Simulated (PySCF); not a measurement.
# C4H7FSi: the cost of one run

Computed with PySCF 2.14.0, with density-fitted response routines of our own, on a single molecule in the gas phase. Atoms count from 0, in the outputs and in this text.

## Step 1: The starting structure

13 atoms, charge 0, multiplicity 1; geometry from: GFN2-xTB. The atoms were then displaced at random by about 0.01 Å, so the start is not that level's minimum.

Bonds of the start (Å): F0–C1 1.39, C1–C2 1.33, C2–C3 1.49, C3–C4 1.57, C4–Si5 1.93, Si5–C2 1.88, C1–H6 1.09, C3–H7 1.09, C3–H8 1.08, C4–H9 1.07, C4–H10 1.10, Si5–H11 1.47, Si5–H12 1.48.

## Step 2: Optimising the geometry at PBE0-D3(BJ)/def2-SVP

Job settings and geometry (Å):

```
{"job": {"xc": "PBE0", "basis": "def2-SVP", "d3": "d3bj", "grid": 1, "shake": 0.01, "kind": "geom"}, "charge": 0, "multiplicity": 1}
F      2.807660    -0.064810    -1.070570
C      1.783230     0.779300    -0.674740
C      0.609000     0.334250    -0.245740
C      0.189730    -1.087690    -0.091270
C     -1.260810    -0.817490     0.456350
Si    -0.986840     1.091200     0.398710
H      2.086980     1.819370    -0.758900
H      0.162260    -1.613150    -1.046540
H      0.781230    -1.653070     0.619460
H     -2.047410    -1.202670    -0.165150
H     -1.420990    -1.239000     1.464730
H     -0.896820     1.790360     1.687560
H     -1.801400     1.846490    -0.584220
```

On the command line:

```
OMP_NUM_THREADS=1 python probes_run.py task.json out
```

This one command runs all jobs of the session in turn.

Q: Estimate the wall time and peak memory of this first job on 1 thread of Arm Neoverse V1, shared host.

About 56 s, with a peak of 0.52 GiB.
